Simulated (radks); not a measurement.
# The Coulomb parameter U of the 4f shell of Tb⁺

The task here is to estimate one member of a computed series from the others.

The numbers are computed with radks (a radial shooting solver on a logarithmic mesh, Libxc functionals) version 1 (scalar-relativistic Kohn-Sham, LDA (Slater exchange, Perdew-Wang correlation), spin-unpolarised, spherical densities, point nucleus), except any that are marked as measured or tabulated.

## The system

```
element       : terbium (Z = 65)
charge        : +1
electrons     : 64
configuration : [Xe] 4f7.5 5d1.5 6s1
```

Set-up of the first run:

Input:

```text
Z 65
configuration [Xe] 4f7.5 5d1.5 6s1
relativity scalar-relativistic
functional lda,pw
spin unpolarised
nucleus point
c 137.035999084
```

Steps of the session up to this table: Start: [Xe] 4f7.5 5d1.5 6s1.

One of the session's tables, all rows but one given; the rest of the session is left out.

It belongs to the step «Start: [Xe] 4f7.5 5d1.5 6s1». Sizes of the orbitals, from the radial functions (bohr):

| level | <r> | outermost maximum (interpolated) | 90 % within | nodes |
| --- | --- | --- | --- | --- |
| 4s | 0.5408 | 0.504 | 0.777 | 3 |
| 4p | ? | ? | ? | ? |
| 4d | 0.6202 | 0.545 | 0.931 | 1 |
| 5s | 1.295 | 1.16 | 1.86 | 4 |
| 5p | 1.513 | 1.32 | 2.22 | 3 |
| 4f | 0.8141 | 0.546 | 1.38 | 0 |
| 6s | 3.514 | 3.09 | 5.09 | 5 |
| 5d | 2.440 | 1.86 | 3.85 | 2 |

**Question.** Estimate the row for 4p.

**Answer.** <r>: 0.5724; outermost maximum (interpolated): 0.526; 90 % within: 0.832; nodes: 2. In the column «<r>» it lies between 4s (0.5408) and 4d (0.6202).
